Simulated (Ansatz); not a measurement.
# As₂+ (doublet): how energies converge with the basis set

One table from this session's results is given with a row withheld; the runs are named, their logs left out.

The runs use Ansatz 0.2.0, Gaussian basis; one geometry, several basis sets.

Levels to be run: PBE0-D4/def2-SVP; ωB97M-V/def2-SVP; PBE0-D4/def2-QZVPP; ωB97M-V/def2-QZVPP; the functionals' def2-TZVPP values are taken from earlier runs.

## Structure used throughout

An earlier PBE0-D4 in a triple-zeta def2 set relaxation fixed the geometry.

SMILES `[As]#[As+]`, 2 atoms, charge 1, spin multiplicity 2.

Atoms are counted from 1 here; the program's logs count them from 0.

Bond lengths: As1–As2 2.186 Å.

As a file:

```
As    0.93257   -0.30897    0.47854
As   -0.93257    0.30897   -0.47854
```

Set-up of the first run:

Contents of in.yaml:

```yaml
crystal:
  periodic: [false, false, false]
  atoms:
    - {symbol: As, position_ang: [0.932570, -0.308975, 0.478536]}
    - {symbol: As, position_ang: [-0.932570, 0.308975, -0.478536]}
basis:
  gaussian: {orbitals: def2-SVP}
total_charge: 1
magnetization: {spin_polarized: true, initial_magnetization: 1}
hamiltonian: {xc: pbe0, dispersion: d4}
output: {orbitals: {seedname: orbitals}}
```

Run with:

```bash
ansatz run in.yaml --threads 2 --pin off --events-out ev --progress --plain --max-ram 32768MiB --backend cpu
```

Steps of the session up to this table: PBE0-D4 in def2-SVP; ωB97M-V in def2-SVP; PBE0-D4 in def2-QZVPP; ωB97M-V in def2-QZVPP.

One of the session's tables, all rows but one given; the rest of the session is left out.

It belongs to the step «Functionals by basis». 

```
functional       basis  HOMO (eV)  LUMO (eV)
   PBE0-D4    def2-SVP          ?          ?
   PBE0-D4  def2-TZVPP     -13.79     -11.69
   PBE0-D4  def2-QZVPP     -13.77     -11.65
   ωB97M-V    def2-SVP     -15.73      -9.64
   ωB97M-V  def2-TZVPP     -15.69      -9.57
   ωB97M-V  def2-QZVPP     -15.68      -9.54
```

Q: Estimate the row for PBE0-D4, def2-SVP from the others.

**Answer.** HOMO (eV): -13.83; LUMO (eV): -11.79. In the column «HOMO (eV)» it lies between ωB97M-V, def2-QZVPP (-15.68) and PBE0-D4, def2-TZVPP (-13.79).
